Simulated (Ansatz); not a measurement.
# C₃H₇B: small, medium and large basis sets

One table from this session's results is given with a row withheld; the runs are named, their logs left out.

Program: Ansatz 0.2.0, Gaussian basis. Level of theory: one geometry, several basis sets. These are calculated values, not measurements.

Levels to be run: PBE0-D4/def2-SVP; ωB97M-V/def2-SVP; PBE0-D4/def2-QZVPP; ωB97M-V/def2-QZVPP; the functionals' def2-TZVPP values are taken from earlier runs.

**The geometry**

All runs share one geometry, relaxed beforehand with PBE0-D4 in a triple-zeta def2 set.

SMILES `B1CCC1`, 11 atoms, charge 0, spin multiplicity 1.

Atoms are counted from 1 here; the program's logs count them from 0.

Bond lengths: B1–C2 1.546 Å, B1–C4 1.546 Å, B1–H5 1.197 Å, C2–C3 1.578 Å, C2–H6 1.089 Å, C2–H7 1.087 Å, C3–C4 1.578 Å, C3–H8 1.089 Å, C3–H9 1.090 Å, C4–H10 1.087 Å, C4–H11 1.089 Å. Angles: C2–B1–C4 97.0°, C2–B1–H5 125.9°, C4–B1–H5 125.9°, B1–C2–C3 73.5°, B1–C2–H6 118.2°, B1–C2–H7 121.5°, C3–C2–H6 107.2°, C3–C2–H7 118.6°, H6–C2–H7 111.7°, C2–C3–C4 94.4°, C2–C3–H8 113.4°, C2–C3–H9 113.3°, C4–C3–H8 113.4°, C4–C3–H9 113.3°, H8–C3–H9 108.6°, B1–C4–C3 73.5°, B1–C4–H10 121.5°, B1–C4–H11 118.2° and more.

Set-up of the first run:

Contents of in.yaml:

```yaml
crystal:
  periodic: [false, false, false]
  atoms:
    - {symbol: B, position_ang: [-0.133090, 0.556356, -0.936668]}
    - {symbol: C, position_ang: [-0.173024, 1.057890, 0.525332]}
    - {symbol: C, position_ang: [0.460393, -0.386667, 0.565467]}
    - {symbol: C, position_ang: [-0.410791, -0.933634, -0.630982]}
    - {symbol: H, position_ang: [0.581403, 0.973337, -1.801761]}
    - {symbol: H, position_ang: [-1.119888, 1.009522, 1.060113]}
    - {symbol: H, position_ang: [0.430899, 1.900435, 0.853385]}
    - {symbol: H, position_ang: [0.284777, -0.910450, 1.503643]}
    - {symbol: H, position_ang: [1.530902, -0.394460, 0.358760]}
    - {symbol: H, position_ang: [-0.002101, -1.726620, -1.252573]}
    - {symbol: H, position_ang: [-1.383979, -1.202713, -0.224314]}
basis:
  gaussian: {orbitals: def2-SVP}
hamiltonian: {xc: pbe0, dispersion: d4}
output: {orbitals: {seedname: orbitals}}
```

On the command line:

```sh
ansatz run in.yaml --threads 2 --pin off --events-out ev --progress --plain --max-ram 4352MiB
```

Steps of the session up to this table: PBE0-D4 in def2-SVP; ωB97M-V in def2-SVP; PBE0-D4 in def2-QZVPP; ωB97M-V in def2-QZVPP.

One of the session's tables, all rows but one given; the rest of the session is left out.

```
functional       basis  HOMO (eV)  LUMO (eV)
   PBE0-D4    def2-SVP      -7.75      -0.25
   PBE0-D4  def2-TZVPP      -7.78      -0.38
   PBE0-D4  def2-QZVPP      -7.78      -0.43
   ωB97M-V    def2-SVP          ?          ?
   ωB97M-V  def2-TZVPP     -10.07       1.46
   ωB97M-V  def2-QZVPP     -10.07       1.24
```

**Question.** Estimate the row for ωB97M-V, def2-SVP.

**Answer.** HOMO (eV): -10.03; LUMO (eV): 1.75. In the column «HOMO (eV)» it lies between ωB97M-V, def2-QZVPP (-10.07) and PBE0-D4, def2-TZVPP (-7.78).
